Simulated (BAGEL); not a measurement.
**CH3BrGe (SMILES [CH3][Ge][Br]): HF/cc-pVDZ (density fitting with qzvpp-jkfit)**

Aim: the vertical singlet–triplet gap of CH3BrGe at HF/cc-pVDZ (density fitting with qzvpp-jkfit), from 2 runs. 

The calculation is run with BAGEL 1.2.2.

**1. Starting point**

CH3BrGe: 6 atoms, total charge 0, spin state singlet. SMILES: `[CH3][Ge][Br]`. The shape is that of a PBE0-D4/def2-TZVP optimisation.

Bond lengths: C1–Ge2 1.985 Å, Ge2–Br3 2.358 Å, C1–H4 1.094 Å, C1–H5 1.092 Å, C1–H6 1.094 Å. Angles: C1–Ge2–Br3 96.4°, Ge2–C1–H4 109.5°, Ge2–C1–H5 111.1°, Ge2–C1–H6 109.9°, H4–C1–H5 109.4°, H4–C1–H6 107.2°, H5–C1–H6 109.5°.

**2. A single-point energy at HF/cc-pVDZ (density fitting with qzvpp-jkfit)**

Contents of job.json:

```json
{ "bagel": [

{
  "title": "molecule",
  "basis": "cc-pvdz.json",
  "df_basis": "qzvpp-jkfit",
  "angstrom": true,
  "geometry": [
    { "atom": "C", "xyz": [   -0.427600,    0.399000,   -0.270700 ] },
    { "atom": "Ge", "xyz": [    0.170800,   -0.356300,    1.464600 ] },
    { "atom": "Br", "xyz": [    1.884400,   -1.715100,    0.583800 ] },
    { "atom": "H", "xyz": [    0.401600,    0.936200,   -0.741200 ] },
    { "atom": "H", "xyz": [   -1.269700,    1.080800,   -0.133600 ] },
    { "atom": "H", "xyz": [   -0.717300,   -0.408600,   -0.949200 ] }
  ]
},
{
  "title": "hf"
},
{
  "title": "print",
  "file": "orbitals.molden",
  "orbitals": true
}

]}
```

The basis set cc-pVDZ is read from a file made from the Basis Set Exchange's data (not shown).

Command:

```sh
$ BAGEL_NUM_THREADS=1 BAGEL job.json > job.out
```

The program printed:

```text
* using 1 threads per process

  ===============================================================
  ===============================================================

  *** Geometry ***

  { "atom" : "C", "xyz" : [     -0.808047,      0.754001,     -0.511549 ] },
  { "atom" : "Ge", "xyz" : [      0.322765,     -0.673309,      2.767693 ] },
  { "atom" : "Br", "xyz" : [      3.561000,     -3.241069,      1.103222 ] },
  { "atom" : "H", "xyz" : [      0.758914,      1.769162,     -1.400665 ] },
  { "atom" : "H", "xyz" : [     -2.399385,      2.042416,     -0.252467 ] },
  { "atom" : "H", "xyz" : [     -1.355501,     -0.772142,     -1.793728 ] },

  Number of auxiliary basis functions:      661

  Since a DF basis is specified, we compute 2- and 3-index integrals:
    o Being stored without compression. Storage requirement is 0.036 GB

  Number of basis functions:       83
  Number of electrons      :       76

    * METHOD: MOLECULE                             0.39

  *** RHF ***

  === Nuclear Repulsion ===
   381.6709200631

      * DIIS with orbital gradients will be used.

  === RHF iteration (cc-pvdz.json) ===
      0      -4687.23823104          0.01282037           0.14
      1      -4687.34159106          0.00672610           0.14
      2      -4687.36697349          0.00114433           0.13
      3      -4687.36871815          0.00021984           0.13
      4      -4687.36878638          0.00008181           0.13
      5      -4687.36879780          0.00002876           0.13
      6      -4687.36879893          0.00000604           0.13
      7      -4687.36879900          0.00000222           0.13
      8      -4687.36879901          0.00000090           0.13
      9      -4687.36879901          0.00000027           0.13
     10      -4687.36879901          0.00000007           0.13
     11      -4687.36879901          0.00000002           0.13
     12      -4687.36879901          0.00000001           0.13
    * SCF iteration converged.

    * Permanent dipole moment:
           (    0.803406,    -0.697695,     0.026937) a.u.

    * METHOD: HF                                   2.03

    * METHOD: PRINT                                0.01

  ===============================================================
```

Wall time 2.6 s (1 thread of Arm Neoverse V2, shared host); peak memory 0.17 GiB.

**3. The triplet at the same level**

Contents of job.json:

```json
{ "bagel": [

{
  "title": "molecule",
  "basis": "cc-pvdz.json",
  "df_basis": "qzvpp-jkfit",
  "angstrom": true,
  "geometry": [
    { "atom": "C", "xyz": [      -0.427600,       0.399000,      -0.270700 ] },
    { "atom": "Ge", "xyz": [       0.170800,      -0.356300,       1.464600 ] },
    { "atom": "Br", "xyz": [       1.884400,      -1.715100,       0.583800 ] },
    { "atom": "H", "xyz": [       0.401600,       0.936200,      -0.741200 ] },
    { "atom": "H", "xyz": [      -1.269700,       1.080800,      -0.133600 ] },
    { "atom": "H", "xyz": [      -0.717300,      -0.408600,      -0.949200 ] }
  ]
},

{ "title": "uhf", "nopen": 2 },

{ "title": "print", "file": "orbitals.molden", "orbitals": true }

]}
```

The basis set cc-pVDZ is read from a file made from the Basis Set Exchange's data (not shown).

Command:

```sh
$ BAGEL_NUM_THREADS=1 BAGEL job.json > job.out
```

The program printed:

```text
* using 1 threads per process

  ===============================================================
  ===============================================================

  *** Geometry ***

  { "atom" : "C", "xyz" : [     -0.808047,      0.754001,     -0.511549 ] },
  { "atom" : "Ge", "xyz" : [      0.322765,     -0.673309,      2.767693 ] },
  { "atom" : "Br", "xyz" : [      3.561000,     -3.241069,      1.103222 ] },
  { "atom" : "H", "xyz" : [      0.758914,      1.769162,     -1.400665 ] },
  { "atom" : "H", "xyz" : [     -2.399385,      2.042416,     -0.252467 ] },
  { "atom" : "H", "xyz" : [     -1.355501,     -0.772142,     -1.793728 ] },

  Number of auxiliary basis functions:      661

  Since a DF basis is specified, we compute 2- and 3-index integrals:
    o Being stored without compression. Storage requirement is 0.036 GB

  Number of basis functions:       83
  Number of electrons      :       76

    * METHOD: MOLECULE                             0.40

  *** Open-shell HF ***

  === Nuclear Repulsion ===
   381.6709200631

      * DIIS with orbital gradients will be used.

  === UHF iteration (cc-pvdz.json) ===
      0      -4687.20299776          0.02158444           0.28
      1      -4687.29613644          0.01090329           0.28
      2      -4687.31454850          0.00520599           0.27
      3      -4687.31943380          0.00101973           0.27
      4      -4687.32021357          0.00035180           0.27
      5      -4687.32032559          0.00019074           0.27
      6      -4687.32038854          0.00005452           0.27
      7      -4687.32039980          0.00002441           0.27
      8      -4687.32040365          0.00001126           0.27
      9      -4687.32040446          0.00000652           0.27
     10      -4687.32040466          0.00000330           0.27
     11      -4687.32040472          0.00000181           0.27
     12      -4687.32040473          0.00000106           0.27
     13      -4687.32040474          0.00000054           0.27
     14      -4687.32040475          0.00000022           0.27
     15      -4687.32040475          0.00000010           0.27
     16      -4687.32040475          0.00000005           0.27
     17      -4687.32040475          0.00000003           0.27
     18      -4687.32040475          0.00000002           0.27
     19      -4687.32040475          0.00000001           0.27
    * SCF iteration converged.

    * S^2 (UHF) is 2.0107

    * Permanent dipole moment:
           (    0.919491,    -0.784103,    -0.095625) a.u.

    * METHOD: UHF                                  5.70

    * METHOD: PRINT                                0.01

  ===============================================================
```

Run time: 6.3 s. Hardware: 1 thread of Arm Neoverse V2, shared host; peak memory 0.17 GiB.

**4. Results**

Level: HF/cc-pVDZ (density fitting with qzvpp-jkfit).

```
                                        quantity           value
                           singlet: total energy  -4687.36880 Eh
                          singlet: dipole moment          2.71 D
                            singlet: HOMO energy        -9.10 eV
                            singlet: LUMO energy         0.36 eV
                          singlet: HOMO–LUMO gap         9.45 eV
                           triplet: total energy  -4687.32040 Eh
                          triplet: dipole moment          3.08 D
                                   triplet: ⟨S²⟩           2.011
vertical energy of the triplet above the singlet        1.317 eV
```

In words: At this shape the triplet lies 1.32 eV (30 kcal/mol) above the singlet.
